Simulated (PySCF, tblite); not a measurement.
**C₅H₁₃AsSi: geometry, infrared bands and NMR shifts**

What infrared bands and NMR shifts should C₅H₁₃AsSi (`C[C@H]([SiH2][AsH2])C1CC1`) show?

Programs: tblite 0.8.0 and PySCF 2.14.0, with density-fitted response routines of our own. Each step states its level of theory. These are calculated values for one molecule in the gas phase, unless marked as measured. Atoms are numbered from 0 throughout.

### Step 1. Starting geometry

20 atoms, charge 0, multiplicity 1; geometry from: force field or distance geometry start.

Bonds of the start (Å): C0–C1 1.53, C1–Si2 1.89, Si2–As3 2.33, C1–C4 1.52, C4–C5 1.53, C5–C6 1.52, C6–C4 1.53, C0–H7 1.12, C0–H8 1.11, C0–H9 1.12, C1–H10 1.12, Si2–H11 1.47, Si2–H12 1.47, As3–H13 1.57, As3–H14 1.56, C4–H15 1.11, C5–H16 1.11, C5–H17 1.11, C6–H18 1.10, C6–H19 1.11.

### Step 2. Geometry optimisation with GFN2-xTB

Job settings and geometry (Å):

```
{"job": {"kind": "relax", "xc": "GFN2-xTB", "basis": "xTB"}, "charge": 0, "multiplicity": 1}
C     -0.338200     0.400000     1.952500
C     -0.149000    -0.378100     0.648300
Si     1.698900    -0.636300     0.331000
As     2.748100     1.419400     0.017100
C     -0.782400     0.366300    -0.515000
C     -2.262800     0.079400    -0.757400
C     -1.213100    -0.496000    -1.700100
H      0.112100     1.419700     1.882200
H      0.120600    -0.140700     2.808200
H     -1.436300     0.512700     2.167100
H     -0.597800    -1.393500     0.785100
H      1.852100    -1.449000    -0.884300
H      2.294200    -1.332700     1.476900
H      4.043000     0.721600    -0.529500
H      2.134200     1.587600    -1.401700
H     -0.458400     1.400300    -0.767300
H     -2.828700     0.931900    -1.182400
H     -2.725900    -0.676500    -0.082100
H     -1.164600     0.011200    -2.676900
H     -1.050900    -1.591200    -1.574700
```

Command:

```console
OMP_NUM_THREADS=1 python probes_run.py task.json out
```

This one command runs all jobs of the session in turn.

**Question.** This job is followed by: GFN2-xTB harmonic vibrations, gas phase; GIAO PBE0/pcSseg-1 NMR shielding, non-relativistic, gas phase. What will the session give for the following? strongest single infrared mode (GFN2-xTB); zero-point energy (GFN2-xTB); ¹³C shifts against TMS (PBE0/pcSseg-1); ¹H shifts against TMS (PBE0/pcSseg-1, means over atoms taken as alike); ²⁹Si shifts against TMS (PBE0/pcSseg-1); ⁷⁵As shifts against AsH3 (PBE0/pcSseg-1).

As calculated:

```
                                                              quantity                                                           value
                             strongest single infrared mode (GFN2-xTB)                                           1951 cm⁻¹, 631 km/mol
                                          zero-point energy (GFN2-xTB)                                                   98.7 kcal/mol
                                ¹³C shifts against TMS (PBE0/pcSseg-1)                                  27.3, 19.0, 18.6, 8.8, 7.0 ppm
¹H shifts against TMS (PBE0/pcSseg-1, means over atoms taken as alike)  4.76, 4.32, 1.60, 1.38, 0.58, 0.50, 0.31, 0.14, 0.13, 0.08 ppm
                               ²⁹Si shifts against TMS (PBE0/pcSseg-1)                                                       -39.1 ppm
                              ⁷⁵As shifts against AsH3 (PBE0/pcSseg-1)                                                         -59 ppm
```

Relaxing lowered the energy by 0.429 eV in 73 steps; the close pair that moved most is As3–H13, from 1.569 to 1.496 Å. No mode is imaginary among the 54: a minimum at this level. The strongest single mode, at 1951 cm⁻¹, moves mainly H13. GFN2-xTB is a fitted tight-binding method: band positions and strengths are rough. Its intensities can rank the bands wrongly. At PBE0/pcSseg-1: The largest span, 329 ppm, is at As3, where the paramagnetic term is -831 ppm. Spin-orbit coupling is left out, which matters for shieldings and couplings at and beside the heavy atoms.
